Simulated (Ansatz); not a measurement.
# AlH5OSeSi: how energies converge with the basis set

How large a basis does AlH5OSeSi need? Two functionals are run in growing sets.

The runs use Ansatz 0.2.0, Gaussian basis; one geometry, several basis sets.

The runs, in order: PBE0-D4/def2-SVP; ωB97M-V/def2-SVP; PBE0-D4/def2-QZVPP; ωB97M-V/def2-QZVPP; the functionals' def2-TZVPP values are taken from earlier runs.

### 1 The geometry

The geometry comes from an earlier relaxation with PBE0-D4 in a triple-zeta def2 set; it is a stationary point, not always the lowest conformer.

SMILES `[OH][AlH][SiH2][SeH]`, 9 atoms, charge 0, spin multiplicity 1.

Atoms are counted from 1 here; the program's logs count them from 0.

Bond lengths: O1–Al2 1.699 Å, O1–H5 0.956 Å, Al2–Si3 2.441 Å, Al2–H6 1.587 Å, Si3–Se4 2.294 Å, Si3–H7 1.491 Å, Si3–H8 1.491 Å, Se4–H9 1.469 Å. Angles: Al2–O1–H5 124.4°, O1–Al2–Si3 111.2°, O1–Al2–H6 119.8°, Si3–Al2–H6 129.0°, Al2–Si3–Se4 106.5°, Al2–Si3–H7 113.0°, Al2–Si3–H8 113.2°, Se4–Si3–H7 109.8°, Se4–Si3–H8 108.6°, H7–Si3–H8 105.7°, Si3–Se4–H9 92.4°.

### 2 PBE0-D4 in def2-SVP

File in.yaml:

```yaml
crystal:
  periodic: [false, false, false]
  atoms:
    - {symbol: O, position_ang: [-0.375823, 1.697653, -0.948584]}
    - {symbol: Al, position_ang: [-0.007197, 1.129954, 0.610304]}
    - {symbol: Si, position_ang: [0.243361, -1.298366, 0.628974]}
    - {symbol: Se, position_ang: [0.099912, -1.983505, -1.555481]}
    - {symbol: H, position_ang: [-0.512789, 2.617762, -1.169523]}
    - {symbol: H, position_ang: [0.127212, 2.156681, 1.812756]}
    - {symbol: H, position_ang: [-0.800283, -1.984883, 1.443777]}
    - {symbol: H, position_ang: [1.551215, -1.749796, 1.183422]}
    - {symbol: H, position_ang: [-0.237106, -0.631702, -2.022546]}
basis:
  gaussian: {orbitals: def2-SVP}
hamiltonian: {xc: pbe0, dispersion: d4}
output: {orbitals: {seedname: orbitals}}
```

The runs that follow: ωB97M-V in def2-SVP; PBE0-D4 in def2-QZVPP; ωB97M-V in def2-QZVPP.

Before running them: what should the planned runs give, taken together? Wanted: PBE0-D4: double and triple zeta above quadruple; ωB97M-V: double and triple zeta above quadruple.

**Answer**, as computed:

| quantity | value |
| --- | --- |
| PBE0-D4: double and triple zeta above quadruple | 17.78, 1.97 eV |
| ωB97M-V: double and triple zeta above quadruple | 17.75, 1.90 eV |

PBE0-D4 gains 15.81 eV from double to triple zeta, then 1.97 eV more. These are total energies; as a rule much of such shifts cancels in differences, which this series doesn't test.
